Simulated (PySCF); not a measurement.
# [SmCl2]+: shape, vibrations and bonding

What shape and bonds does [SmCl2]+ have? It is relaxed from a template within its point group. The structure is generated, not taken from experiment.

Computed with PySCF 2.14.0. Level: PBE0, Sm lcecp-1-SVP with ECP51, Cl def2-SVP; scalar-relativistic core potentials, no spin–orbit coupling.

1 further run of the same task is left out (for a known fault of the program).

## 1. The starting structure

3 atoms, charge 1, spin multiplicity 1.

Bond lengths: Sm1–Cl2 2.657 Å, Sm1–Cl3 2.657 Å. Angles: Cl2–Sm1–Cl3 131.8°.

As a file:

```xyz
3
charge 1, multiplicity 1
Sm    0.0000    0.0000    0.0000
Cl    2.4256    0.0000    1.0855
Cl   -2.4256    0.0000    1.0855
```

Formal oxidation states: Sm +3. Each metal's 5 4f electrons lie in its core potential, so multiplicities, spins and levels count the valence alone.

## 2. SCF at the start, singlet

The input, run.py (the lines that set the calculation):

```python
mol = gto.M(atom='''
Sm     0.00000     0.00000     0.00000
Cl     2.42560     0.00000     1.08550
Cl    -2.42560     0.00000     1.08550''',
    basis={'Sm': 'lcecp-1-SVP', 'Cl': 'def2-SVP'},
    ecp={'Sm': 'lcecp-1-SVP'},
    charge=1, spin=0)
mf = dft.RKS(mol, xc='PBE0')
mf.grids.atom_grid = (50, 194)  # f atoms: unpruned, at least (60, 302)
mf = mf.density_fit()  # fitting sets: Sm AutoAux, Cl def2-universal-JKFIT
mf.conv_tol = 1e-08; mf.max_cycle = 55
mf.kernel(dm0)  # dm0: free metal ions and neutral atoms
```

Started as:

```bash
> OMP_NUM_THREADS=2 python run.py
```

Log:

```text
init E= -954.862862839827
  HOMO = -0.552616257847132  LUMO = -0.293724616318225  gap/eV = 7.04480
cycle= 1 E= -954.293854342392  delta_E= 0.569  |g|= 0.478  |ddm|= 1.67
  HOMO = -0.414347190018031  LUMO = -0.388449797433621  gap/eV = 0.70470
cycle= 2 E= -952.899486619053  delta_E= 1.39  |g|= 2.22  |ddm|= 2.94
  HOMO = -0.466171817970945  LUMO = -0.311763029360612  gap/eV = 4.20168
cycle= 3 E= -954.38896408564  delta_E= -1.49  |g|= 0.152  |ddm|= 2.14
  HOMO = -0.489871690565544  LUMO = -0.318300623348989  gap/eV = 4.66869
cycle= 4 E= -954.394929756328  delta_E= -0.00597  |g|= 0.0365  |ddm|= 0.161
  HOMO = -0.489830259427986  LUMO = -0.311262881995219  gap/eV = 4.85907
cycle= 5 E= -954.39548326164  delta_E= -0.000554  |g|= 0.00632  |ddm|= 0.0585
  HOMO = -0.490235320109305  LUMO = -0.311085630231244  gap/eV = 4.87491
cycle= 6 E= -954.395494070405  delta_E= -1.08e-05  |g|= 0.0011  |ddm|= 0.00636
  HOMO = -0.490369369175773  LUMO = -0.311080603140682  gap/eV = 4.87870
cycle= 7 E= -954.395494525489  delta_E= -4.55e-07  |g|= 0.000159  |ddm|= 0.00171
  HOMO = -0.49037239546509  LUMO = -0.311088209199306  gap/eV = 4.87857
cycle= 8 E= -954.395494535756  delta_E= -1.03e-08  |g|= 7.49e-05  |ddm|= 0.000311
  HOMO = -0.490368305074672  LUMO = -0.311096272897242  gap/eV = 4.87824
cycle= 9 E= -954.395494538074  delta_E= -2.32e-09  |g|= 1.4e-05  |ddm|= 0.000123
  HOMO = -0.490365425218519  LUMO = -0.311099780766505  gap/eV = 4.87807
Extra cycle  E= -954.395494537975  delta_E= 9.89e-11  |g|= 2.28e-05  |ddm|= 5.48e-05
converged SCF energy = -954.395494537975
```

It took 2.3 s on 2 threads of Arm Neoverse V1, shared host; peak memory 0.33 GiB.

Result: E = -954.395495 Eh, HOMO -13.34 eV, LUMO -8.47 eV, Mulliken charge on Sm1 +1.46 e. 

## 3. Relaxation, singlet

Steps are kept in the start's point group, C2v.

The input, run.py (the lines that set the calculation):

```python
mol = gto.M(atom='''
Sm     0.00000     0.00000    -0.34219
Cl     2.42560     0.00000     0.74331
Cl    -2.42560     0.00000     0.74331''',
    basis={'Sm': 'lcecp-1-SVP', 'Cl': 'def2-SVP'},
    ecp={'Sm': 'lcecp-1-SVP'},
    charge=1, spin=0)
mf = dft.RKS(mol, xc='PBE0')
mf.grids.atom_grid = (50, 194)  # f atoms: unpruned, at least (60, 302)
mf = mf.density_fit()  # fitting sets: Sm AutoAux, Cl def2-universal-JKFIT
mf.conv_tol = 1e-08; mf.max_cycle = 55
mf.kernel(dm0)  # dm0: an SCF of this state at this start
# quasi-Newton relaxation in Cartesian coordinates to a largest gradient under 0.00045 Eh/bohr, steps kept in the point group
```

Started as:

```bash
> OMP_NUM_THREADS=2 python run.py
```

The driver keeps no SCF log for this step, only its results.

Run time: 16 s. Hardware: 2 threads of Arm Neoverse V1, shared host.

Along the way:

```
step  energy from step 1 (eV)  largest force component (eV/Å)
   1                   0.0000                          2.2708
   2                  -0.4822                          1.2266
   3                  -0.6196                          0.8475
   4                  -0.6699                          0.2595
   5                  -0.7065                          0.3755
   6                  -0.7186                          0.2246
   7                  -0.7251                          0.0232
   8                  -0.7252                          0.0251
   9                  -0.7253                          0.0009
```

Distances of close pairs at the start and the end, largest changes first:

```csv
bond,before (Å),after (Å),change (Å)
Sm1–Cl2,2.657,2.420,-0.237
Sm1–Cl3,2.657,2.420,-0.237
```

It ends in C2v at E = -954.422147 Eh.

```
Sm    0.00000    0.00000   -0.55329
Cl    1.97255    0.00000    0.84886
Cl   -1.97255    0.00000    0.84886
```

## 4. The relaxed geometry turned into its symmetry frame

The input, run.py (the lines that set the calculation):

```python
mol = gto.M(atom='''
Sm     0.00000     0.00000    -0.44201
Cl     1.97255     0.00000     0.96014
Cl    -1.97255     0.00000     0.96014''',
    basis={'Sm': 'lcecp-1-SVP', 'Cl': 'def2-SVP'},
    ecp={'Sm': 'lcecp-1-SVP'},
    charge=1, spin=0)
mf = dft.RKS(mol, xc='PBE0')
mf.grids.atom_grid = (50, 194)  # f atoms: unpruned, at least (60, 302)
mf = mf.density_fit()  # fitting sets: Sm AutoAux, Cl def2-universal-JKFIT
mf.conv_tol = 1e-08; mf.max_cycle = 55
mf.kernel(dm0)  # dm0: free metal ions and neutral atoms
```

Started as:

```bash
> OMP_NUM_THREADS=2 python run.py
```

Log:

```text
init E= -954.99944387826
  HOMO = -0.571556537757441  LUMO = -0.293689728487086  gap/eV = 7.56114
cycle= 1 E= -954.346220419678  delta_E= 0.653  |g|= 0.447  |ddm|= 1.88
  HOMO = -0.429529096297497  LUMO = -0.340879327182647  gap/eV = 2.41228
cycle= 2 E= -954.078728603685  delta_E= 0.267  |g|= 1.04  |ddm|= 1.87
  HOMO = -0.492250595934751  LUMO = -0.282436026982828  gap/eV = 5.70935
cycle= 3 E= -954.420264243024  delta_E= -0.342  |g|= 0.0817  |ddm|= 1.26
  HOMO = -0.502217463550865  LUMO = -0.293533109772075  gap/eV = 5.67859
cycle= 4 E= -954.421823910707  delta_E= -0.00156  |g|= 0.0311  |ddm|= 0.122
  HOMO = -0.502871402533554  LUMO = -0.290607152299787  gap/eV = 5.77600
cycle= 5 E= -954.422142888597  delta_E= -0.000319  |g|= 0.00347  |ddm|= 0.0359
  HOMO = -0.50283579252548  LUMO = -0.290029657361018  gap/eV = 5.79075
cycle= 6 E= -954.422147200471  delta_E= -4.31e-06  |g|= 0.000522  |ddm|= 0.00551
  HOMO = -0.502856045920571  LUMO = -0.289999348897218  gap/eV = 5.79213
cycle= 7 E= -954.422147281776  delta_E= -8.13e-08  |g|= 0.000121  |ddm|= 0.000645
  HOMO = -0.502863128102525  LUMO = -0.29001412854192  gap/eV = 5.79192
cycle= 8 E= -954.422147286467  delta_E= -4.69e-09  |g|= 3.11e-05  |ddm|= 0.000177
  HOMO = -0.502858195238372  LUMO = -0.290021721347112  gap/eV = 5.79158
Extra cycle  E= -954.422147286146  delta_E= 3.22e-10  |g|= 4.47e-05  |ddm|= 0.000105
converged SCF energy = -954.422147286146
```

It took 0.7 s on 2 threads of Arm Neoverse V1, shared host.

Result: E = -954.422147 Eh, HOMO -13.68 eV, LUMO -7.89 eV, Mulliken charge on Sm1 +1.31 e. 

## 5. Frequencies and infrared intensities

run.py (the lines that set the calculation): that of step 4 with these lines changed.

```diff
@@ -10,3 +10,4 @@
 mf = mf.density_fit()  # fitting sets: Sm AutoAux, Cl def2-universal-JKFIT
-mf.conv_tol = 1e-08; mf.max_cycle = 55
-mf.kernel(dm0)  # dm0: free metal ions and neutral atoms
+mf.conv_tol = 1e-10; mf.max_cycle = 55
+mf.kernel(dm0)  # dm0: the density of the relaxed state
+# Hessian and dipole derivatives by central differences of gradients, 0.02 bohr
```

Started as:

```bash
> OMP_NUM_THREADS=2 python run.py
```

No log is kept here; the results follow.

Run time: 13 s. Hardware: 2 threads of Arm Neoverse V1, shared host.

Point group C2v; negative numbers are unstable modes, and those under 60 cm⁻¹ are near the numerical noise:

```csv
cm⁻¹,km/mol,symmetry
81,5.5,a1
388,26.0,a1
390,101.2,b2
```

## 6. Properties on a finer grid

The input, run.py (the lines that set the calculation):

```python
mol = gto.M(atom='''
Sm     0.00000     0.00000    -0.55329
Cl     1.97255     0.00000     0.84886
Cl    -1.97255     0.00000     0.84886''',
    basis={'Sm': 'lcecp-1-SVP', 'Cl': 'def2-SVP'},
    ecp={'Sm': 'lcecp-1-SVP'},
    charge=1, spin=0)
mf = dft.RKS(mol, xc='PBE0')
mf.grids.atom_grid = (75, 302)  # f atoms: unpruned, at least (60, 302)
mf = mf.density_fit()  # fitting sets: Sm AutoAux, Cl def2-universal-JKFIT
mf.conv_tol = 1e-09; mf.max_cycle = 55
mf.kernel(dm0)  # dm0: the density of the relaxed state
```

Started as:

```bash
> OMP_NUM_THREADS=2 python run.py
```

Log:

```text
init E= -954.422154175451
  HOMO = -0.502855107107975  LUMO = -0.290031930434239  gap/eV = 5.79121
cycle= 1 E= -954.422154172535  delta_E= 2.92e-09  |g|= 0.000128  |ddm|= 0.000316
  HOMO = -0.502874903246066  LUMO = -0.29000061178251  gap/eV = 5.79260
cycle= 2 E= -954.422154162459  delta_E= 1.01e-08  |g|= 0.000213  |ddm|= 0.000464
  HOMO = -0.502859947378353  LUMO = -0.290019003128669  gap/eV = 5.79170
cycle= 3 E= -954.422154178281  delta_E= -1.58e-08  |g|= 7.42e-06  |ddm|= 0.000291
  HOMO = -0.502861059423437  LUMO = -0.290019438334653  gap/eV = 5.79172
cycle= 4 E= -954.422154178294  delta_E= -1.23e-11  |g|= 4.66e-07  |ddm|= 8.11e-06
  HOMO = -0.502861001505642  LUMO = -0.290019549129703  gap/eV = 5.79171
Extra cycle  E= -954.422154178299  delta_E= -5e-12  |g|= 5.63e-07  |ddm|= 1.45e-06
converged SCF energy = -954.422154178299
```

Run time: 4.8 s. Hardware: 2 threads of Arm Neoverse V1, shared host.

It gives: E = -954.422154 Eh, HOMO -13.68 eV, LUMO -7.89 eV, Mulliken charge on Sm1 +1.31 e, largest force component 0.004 eV/Å. 

Löwdin charges:

```csv
atom,value (e)
Sm1,0.72
Cl2,0.14
Cl3,0.14
```

Mulliken charges: Sm1 +1.31, Cl2 -0.16, Cl3 -0.16 e.

Contacts (the nearest donor of each ligand) and Mayer bond orders:

| contact | distance (Å) | bond order |
| --- | --- | --- |
| Sm1–Cl2 (Cl) | 2.420 | 1.41 |
| Sm1–Cl3 (Cl) | 2.420 | 1.41 |

Mulliken populations of Sm1 outside the core potential: s 2.17, p 6.18, d 1.28, f 0.05.

The fields below are evaluated on a grid from the run's orbitals.

Frontier orbitals at PBE0, with the share of their density that lies nearest to each atom:

```
orbital  energy (eV)                   lies on
   HOMO       -13.68  Cl2, Cl3 about 49 % each
   LUMO        -7.89                  Sm1 91 %
```

ELF in a plane through or near 3 of the atoms.

Values, 10 rows by 14 columns:
```
0.00 0.00 0.00 0.00 0.00 0.00 0.00 0.00 0.00 0.00 0.00 0.00 0.00 0.00
0.00 0.00 0.00 0.01 0.03 0.01 0.00 0.00 0.00 0.02 0.02 0.01 0.00 0.00
0.00 0.01 0.11 0.40 0.51 0.39 0.06 0.01 0.18 0.47 0.48 0.30 0.03 0.00
0.00 0.10 0.46 0.84 0.86 0.79 0.33 0.06 0.58 0.85 0.87 0.72 0.27 0.00
0.00 0.24 0.66 0.49 0.56 0.84 0.33 0.08 0.66 0.41 0.31 0.86 0.46 0.02
0.00 0.21 0.63 0.87 0.67 0.72 0.56 0.80 0.33 0.80 0.77 0.83 0.45 0.02
0.00 0.04 0.33 0.62 0.57 0.20 0.64 0.11 0.75 0.31 0.66 0.54 0.15 0.00
0.00 0.00 0.01 0.09 0.06 0.21 0.88 0.87 0.78 0.06 0.10 0.06 0.00 0.00
0.00 0.00 0.00 0.00 0.01 0.05 0.24 0.28 0.17 0.02 0.00 0.00 0.00 0.00
0.00 0.00 0.00 0.00 0.00 0.00 0.01 0.01 0.01 0.00 0.00 0.00 0.00 0.00
```
The map spans 9.1 Å across and 7.1 Å up, centred on the molecule. Atoms in the plane (x, y in Å): Sm1 (0.0, -0.9), Cl2 (-2.0, 0.5), Cl3 (2.0, 0.5).

log10 of the density (e/Å³) in the same plane.

Ten even steps from '0' (-4.0) to '9' (1.7):
```
0000000000000000000000000000
0000000010000000000000000000
0000011222110000112221100000
0001233333322112233333321000
0012344444433223344444432100
0023455565544334455655543200
0134456666654444566666544310
0134567787655445567877654320
0234567997765555678997654320
0234567887766666677887654320
0134566777666776667776654320
0133456666677777766666543210
0023445555677667765555433200
0012234445577777755444322100
0001223344567777654433221000
0000112233456666543322100000
0000011223344554433221100000
0000000112233333322110000000
0000000011122222211100000000
0000000000011111100000000000
```
The map spans 9.1 Å across and 7.1 Å up, centred on the molecule. Atoms in the plane (x, y in Å): Sm1 (0.0, -0.9), Cl2 (-2.0, 0.5), Cl3 (2.0, 0.5).

On the surface of density 0.002 e/bohr³ the electrostatic potential runs, from the 1st to the 99th percentile, from 2.78 V near Cl2 to 12.03 V near Sm1.

## 7. Outcome

| quantity | value |
| --- | --- |
| state and point group | singlet in the valence, C2v |
| modes | 81 to 390 cm⁻¹, none unstable |
| strongest infrared band (modes within 1.5 cm⁻¹ summed) | 390 cm⁻¹ (101 km/mol) |
| zero-point energy | 0.053 eV |
| ideal gas, 298 K, 1 bar | S = 325.2, Cp = 54.0 J/(mol K) |
| metal–ligand contacts | 2.42 Å |
| frontier levels | HOMO -13.68 eV, LUMO -7.89 eV |
| dipole about the centre of mass | 6.73 D |
| mean polarisability | 6.9 Å³ |

All modes are real, so the structure is a minimum. The metal carries +0.72 e by Löwdin's partition against a formal +3, and bond orders to the nearest donors reach 1.41. Both measures hang on the basis. One start shape was tried, so another isomer may lie lower. The bases are small and lack diffuse functions. Spin–orbit coupling is left out.
